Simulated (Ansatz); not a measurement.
# Cl₃F₂HOW: up Jacob's ladder to CCSD(T)

One table from this session's results is given with a row withheld; the runs are named, their logs left out.

The runs use Ansatz 0.2.0, Gaussian basis; functionals in def2-TZVPP, the program's frozen cores in correlated methods.

Plan: LDA (SPW92), PBE-D4, revPBE-D4, BLYP-D4, r2SCAN-D4, B97M-V, PBE0-D4, B3LYP-D4, r2SCANh-D4, r2SCAN0-D4, HSE06-D4, BHLYP-D4, CAM-B3LYP-D4, LC-ωPBE, ωB97X-V, ωB97M-V, B2PLYP, PBE-QIDH; CCSD(T)/def2-SVP; MP2/def2-TZVPP; MP2/def2-QZVPP; RPA on PBE.

### Structure used throughout

An earlier PBE0-D4 in a triple-zeta def2 set relaxation fixed the geometry. W takes the def2 core potential; no spin-orbit term is included.

SMILES `[OH][W]([F])([F])([Cl])([Cl])[Cl]`, 8 atoms, charge 0, spin multiplicity 1.

Atoms are counted from 1 here; the program's logs count them from 0.

Bond lengths: O1–W2 1.848 Å, O1–H8 0.961 Å, W2–F3 1.848 Å, W2–F4 1.848 Å, W2–Cl5 2.283 Å, W2–Cl6 2.328 Å, W2–Cl7 2.273 Å. Angles: W2–O1–H8 133.1°, O1–W2–F3 92.2°, O1–W2–F4 92.2°, O1–W2–Cl5 170.4°, O1–W2–Cl6 83.9°, O1–W2–Cl7 93.4°, F3–W2–F4 174.7°, F3–W2–Cl5 88.1°, F3–W2–Cl6 91.7°, F3–W2–Cl7 88.4°, F4–W2–Cl5 88.1°, F4–W2–Cl6 91.7°, F4–W2–Cl7 88.4°, Cl5–W2–Cl6 86.5°, Cl5–W2–Cl7 96.2°, Cl6–W2–Cl7 177.3°.

The first run:

Input file in.yaml:

```yaml
crystal:
  periodic: [false, false, false]
  atoms:
    - {symbol: O, position_ang: [-0.582690, -1.364412, 0.582923]}
    - {symbol: W, position_ang: [0.219176, 0.143334, -0.123612]}
    - {symbol: F, position_ang: [0.948232, 0.607205, 1.510314]}
    - {symbol: F, position_ang: [-0.369551, -0.256660, -1.829434]}
    - {symbol: Cl, position_ang: [0.881433, 2.180937, -0.911873]}
    - {symbol: Cl, position_ang: [-1.802859, 1.167229, 0.409070]}
    - {symbol: Cl, position_ang: [2.154372, -0.948261, -0.605205]}
    - {symbol: H, position_ang: [-1.448114, -1.529372, 0.967807]}
basis:
  gaussian: {orbitals: def2-TZVPP}
hamiltonian: {xc: lda}
output: {orbitals: {seedname: orbitals}}
```

Started as:

```bash
$ ansatz run in.yaml --threads 4 --pin off --events-out ev --progress --plain --max-ram 11315MiB
```

Among the steps run: LDA; PBE-D4 (GGA); revPBE-D4 (GGA); BLYP-D4 (GGA); r2SCAN-D4 (meta-GGA); B97M-V (meta-GGA); PBE0-D4 (hybrid); B3LYP-D4 (hybrid); r2SCANh-D4 (hybrid); r2SCAN0-D4 (hybrid); HSE06-D4 (hybrid); BHLYP-D4 (hybrid); CAM-B3LYP-D4 (range-separated); LC-ωPBE (range-separated); ωB97X-V (range-separated); ωB97M-V (range-separated); B2PLYP (double hybrid); PBE-QIDH (double hybrid).

One of the session's tables, all rows but one given; the rest of the session is left out.

It belongs to the step «Frontier levels by functional». 

| functional | HOMO (eV) | LUMO (eV) | gap (eV) |
| --- | --- | --- | --- |
| LDA (SPW92) | -7.84 | -5.44 | 2.39 |
| PBE-D4 | -7.67 | -5.24 | 2.43 |
| revPBE-D4 | -7.60 | -5.16 | 2.44 |
| BLYP-D4 | -7.50 | -5.13 | 2.38 |
| r2SCAN-D4 | -8.05 | -5.34 | 2.71 |
| B97M-V | -8.14 | -5.33 | 2.81 |
| PBE0-D4 | -9.07 | -4.78 | 4.29 |
| B3LYP-D4 | -8.80 | -4.94 | 3.86 |
| r2SCANh-D4 | -8.56 | -5.15 | 3.41 |
| r2SCAN0-D4 | -9.33 | -4.83 | 4.49 |
| HSE06-D4 | ? | ? | ? |
| BHLYP-D4 | -10.33 | -4.12 | 6.21 |
| CAM-B3LYP-D4 | -10.40 | -3.84 | 6.56 |
| LC-ωPBE | -11.78 | -2.83 | 8.95 |
| ωB97X-V | -11.41 | -2.86 | 8.55 |
| ωB97M-V | -11.25 | -2.85 | 8.40 |

**Question.** Estimate the row for HSE06-D4.

**Answer.** HOMO (eV): -8.67; LUMO (eV): -5.14; gap (eV): 3.53. In the column «HOMO (eV)» it lies between B3LYP-D4 (-8.80) and r2SCANh-D4 (-8.56).
